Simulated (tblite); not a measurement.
# C5H7F3Si: the cost of one run

The runs use tblite 0.8.0 and PySCF 2.14.0, with density-fitted response routines of our own; the level of theory stands in each step. All values are computed, except where a source is named. Atoms are numbered from 0 throughout.

## Step 1: The starting structure

16 atoms, charge 0, multiplicity 1; geometry from: force field or distance geometry start.

Bonds of the start (Å): F0–C1 1.34, C1–F2 1.36, C1–C3 1.33, C3–F4 1.36, C3–C5 1.48, C5–C6 1.57, C6–C7 1.56, C7–Si8 1.89, Si8–C5 1.90, C5–H9 1.10, C6–H10 1.10, C6–H11 1.11, C7–H12 1.10, C7–H13 1.09, Si8–H14 1.50, Si8–H15 1.47.

## Step 2: Optimising the geometry with GFN2-xTB

What the job is given:

```
{"job": {"kind": "relax", "xc": "GFN2-xTB", "basis": "xTB"}, "charge": 0, "multiplicity": 1}
F      2.712400     1.464900     0.025100
C      2.647700     0.123700    -0.026600
F      3.799000    -0.588900    -0.191500
C      1.485500    -0.514700     0.097700
F      1.472000    -1.875000     0.065400
C      0.222000     0.221000     0.304300
C     -1.002400    -0.630600     0.782100
C     -2.071800     0.206400     0.024000
Si    -0.759700     0.564700    -1.289700
H      0.345400     1.135800     0.904200
H     -1.147400    -0.636300     1.872900
H     -0.987500    -1.696400     0.486400
H     -2.953600    -0.362600    -0.309700
H     -2.405700     1.098100     0.548200
H     -0.721200     1.985300    -1.756200
H     -0.642300    -0.486400    -2.316500
```

Launch:

```console
$ OMP_NUM_THREADS=1 python probes_run.py task.json out
```

This one command runs all jobs of the session in turn.

**Question.** How long does this first job take on 1 thread of Arm Neoverse N1, shared host?

About 1.3 s.
